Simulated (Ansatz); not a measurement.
Runs of Ansatz 0.2.0 on Li2RuN2. The structure is trigonal, space group P-3m1 (No. 164). Conventional cell: a = 3.164 Å, b = 3.164 Å, c = 5.211 Å, α = 90.00°, β = 90.00°, γ = 120.00°. Ru (site symmetry -3m) has 6 N at 2.14 Å as nearest neighbours. N (site symmetry 3m) has 4 Li at 1.98 to 2.22 Å and 3 Ru at 2.14 Å as nearest neighbours. Li (site symmetry 3m) is surrounded by 4 N at 1.98 to 2.22 Å. The cell comes from a database or a generator and needn't be the stable form of this composition.

```tsv
level	gap on the mesh (eV)	pressure (GPa)	relaxed volume (Å³/atom)
RPBE	none	0.0	(a)
BLYP	none	0.0	9.23
PBEsol	none	0.0	8.67
revPBE	none	0.0	(b)
LDA	none	0.0	8.37
```

Alike in all rows: task relaxation of cell and atoms; potentials or basis Ansatz PAW; no spin polarisation; cell relaxed; k mesh 10 × 10 × 5; cutoff (eV) 420; smearing fermi-dirac 0.05 eV.

Task: Fill in the values left out.

Result: (a) 9.22; (b) 9.16.

Caveats: the plane-wave basis is chosen anew once the cell has moved, so the energies of steps on either side of that aren't comparable; the PAW data sets come from PBE, with cores solved anew for the run's functional, which leaves a small shift of forces and pressure.

A k mesh can miss the band edges, and the runs leave out spin-orbit coupling on Ru.

A gap of «none» marks a metal or a gap under the smearing width.

Runs at the PBE level aren't shown here.
